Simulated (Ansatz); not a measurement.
# C3H5F (SMILES C=CCF): wB97X/def2-SVP

Aim: the electronic atomisation energy of C3H5F at wB97X/def2-SVP, from 4 runs. 

The results are computed with Ansatz 0.2.0.

52 further runs of the same task are left out: 52 set aside as unsound or not needed.

**1. The molecule**

The species is C3H5F (9 atoms), meant as a singlet with charge 0. SMILES: `C=CCF`. Geometry: relaxed at PBE0-D4/def2-TZVP. This is one conformer, not always the lowest.

Bond lengths: C1–C2 1.324 Å, C2–C3 1.486 Å, C3–F4 1.387 Å, C1–H5 1.084 Å, C1–H6 1.086 Å, C2–H7 1.087 Å, C3–H8 1.096 Å, C3–H9 1.094 Å. Some angles: C1–C2–C3 123.6°, C2–C3–F4 110.3°, C1–C2–H7 120.6°, C3–C2–H7 115.9°, C2–C1–H5 121.7°, C2–C1–H6 121.3°, C2–C3–H8 111.1°, C2–C3–H9 111.2°, F4–C3–H8 106.9°, F4–C3–H9 108.2°.

**2. The energy at wB97X/def2-SVP**

Contents of input.yaml:

```yaml
crystal:
  periodic: [false, false, false]
  atoms:
    - {symbol: C, position_ang: [-0.578000, 1.122500, -0.608000]}
    - {symbol: C, position_ang: [0.352500, 0.215400, -0.353400]}
    - {symbol: C, position_ang: [0.200500, -0.852800, 0.668500]}
    - {symbol: F, position_ang: [0.430500, -2.098200, 0.102300]}
    - {symbol: H, position_ang: [-0.422500, 1.909200, -1.336700]}
    - {symbol: H, position_ang: [-1.531700, 1.114000, -0.089100]}
    - {symbol: H, position_ang: [1.299800, 0.230700, -0.886500]}
    - {symbol: H, position_ang: [0.929800, -0.730800, 1.477200]}
    - {symbol: H, position_ang: [-0.806800, -0.852300, 1.094700]}
basis:
  gaussian: {orbitals: def2-SVP}
hamiltonian: {xc: {name: wB97X}}
accuracy: high
output: {orbitals: {seedname: orbitals}}
```

Run with:

```console
$ ansatz run input.yaml --threads 1 --pin off --max-ram 3480MiB --events-out events.jsonl --progress --plain --runs-dir runs
```

Log:

```text
Warning: RAYON_NUM_THREADS=1 ignored (pool sized by the plan → 1); use --threads N
Functional definition: wB97X
  name "wB97X"
  parameter omega = 0.3/bohr
  parameter cx = 0.157706
  parameter cx1 = 0.726479
  parameter cx2 = 1.04760
  parameter cx3 = -5.70635
  parameter cx4 = 13.2794
  parameter css1 = -4.33879
  parameter css2 = 18.2308
  parameter css3 = -31.7430
  parameter css4 = 17.2901
  parameter cos1 = 2.37031
  parameter cos2 = -11.3995
  parameter cos3 = 6.58405
  parameter cos4 = -3.78132
  exchange = spin_sum(e_x_unif_sr(omega)*poly(b97_u_x, 1 - cx, cx1, cx2, cx3, cx4)) + cx*exact_x_sr(omega)
      + exact_x_lr(omega)
  correlation = spin_sum(e_c_pw_same_spin*poly(b97_u_same, 1, css1, css2, css3, css4))
      + integral(e_c_pw_opposite_spin*poly(b97_u_opposite, 1, cos1, cos2, cos3, cos4))
1938 factors; integrals over basis functions are off by at most 3.5e-9 eV
314 factors; integrals over basis functions are off by at most 2.3e-9 eV
mean field evaluation 1: about -5900.6288 eV, gradient 2.9e1 eV
mean field evaluation 2: about -5901.8050 eV, gradient 2.0e1 eV
mean field evaluation 4: about -5902.5291 eV, gradient 1.3e0 eV
mean field evaluation 8: about -5902.5320 eV, gradient 2.0e-2 eV
mean field evaluation 16: about -5902.5320 eV, gradient 3.2e-6 eV
mean field -5902.53201660 eV, -216.9140507303 hartree, gradient 5.0e-8 eV, S^2 0.000000; 0 other end points of the search recorded, 0 dependent functions left out
reference -5902.53201412 eV, -216.9140506389 hartree; 16, 16 occupied and 65, 65 virtual orbitals, 1938 factors
Total energy: -5902.53201412 eV, -216.9140506389 hartree
```

Run time: 17 s. Hardware: 1 thread of Arm Neoverse V2, shared host; peak memory 0.41 GiB.

**3. The C atom**

Contents of molecule.yaml:

```yaml
crystal:
  periodic: [false, false, false]
  atoms:
    - {symbol: C, position_ang: [0.000000, 0.000000, 0.000000]}
basis:
  gaussian: {orbitals: def2-SVP}
magnetization: {spin_polarized: true, initial_magnetization: 2}
hamiltonian: {xc: {name: wB97X}}
accuracy: high
```

Run the same way, it converges to -37.80174 Eh (log not shown).

**4. The F atom at the same level**

Contents of job.yaml:

```yaml
crystal:
  periodic: [false, false, false]
  atoms:
    - {symbol: F, position_ang: [0.000000, 0.000000, 0.000000]}
basis:
  gaussian: {orbitals: def2-SVP}
magnetization: {spin_polarized: true, initial_magnetization: 1}
hamiltonian: {xc: {name: wB97X}}
accuracy: high
```

Run with:

```console
$ ansatz run job.yaml --threads 1 --pin off --max-ram 3480MiB --events-out events.jsonl --progress --plain --runs-dir runs
```

Log, shortened:

```text
Warning: RAYON_NUM_THREADS=1 ignored (pool sized by the plan → 1); use --threads N
[... 2 set-up lines as earlier in the session ...]
[...]
      + exact_x_lr(omega)
[...]
      + integral(e_c_pw_opposite_spin*poly(b97_u_opposite, 1, cos1, cos2, cos3, cos4))
95 factors; integrals over basis functions are off by at most 1.3e-9 eV
51 factors; integrals over basis functions are off by at most 4.2e-10 eV
[...]
mean field -2710.76667218 eV, -99.6188377789 hartree, gradient 1.5e-8 eV, S^2 0.751191; 0 other end points of the search recorded, 0 dependent functions left out
reference -2710.76667182 eV, -99.6188377657 hartree; 5, 4 occupied and 9, 10 virtual orbitals, 95 factors
Total energy: -2710.76667182 eV, -99.6188377657 hartree
```

Wall time 1.2 s (1 thread of Arm Neoverse V2, shared host); peak memory 0.13 GiB.

**5. The H atom**

Edit job.yaml of step 4 so:

```diff
@@ -3,3 +3,3 @@
   atoms:
-    - {symbol: F, position_ang: [0.000000, 0.000000, 0.000000]}
+    - {symbol: H, position_ang: [0.000000, 0.000000, 0.000000]}
 basis:
```

Run the same way, it converges to -0.50060 Eh (log not shown).

**6. Results**

At wB97X/def2-SVP:

| quantity | value |
| --- | --- |
| molecule: total energy | -216.91405 Eh |
| molecule: HOMO energy | -10.38 eV |
| molecule: LUMO energy | 2.30 eV |
| molecule: HOMO–LUMO gap | 12.68 eV |
| C atom: total energy | -37.80174 Eh |
| C atom: ⟨S²⟩ | 2.005 |
| F atom: total energy | -99.61884 Eh |
| F atom: ⟨S²⟩ | 0.751 |
| H atom: total energy | -0.50060 Eh |
| H atom: ⟨S²⟩ | 0.750 |
| electronic atomisation energy | 37.741 eV |

In words: Taking the molecule apart into free atoms costs 37.74 eV (3641 kJ/mol), before zero-point energy and without spin-orbit coupling.
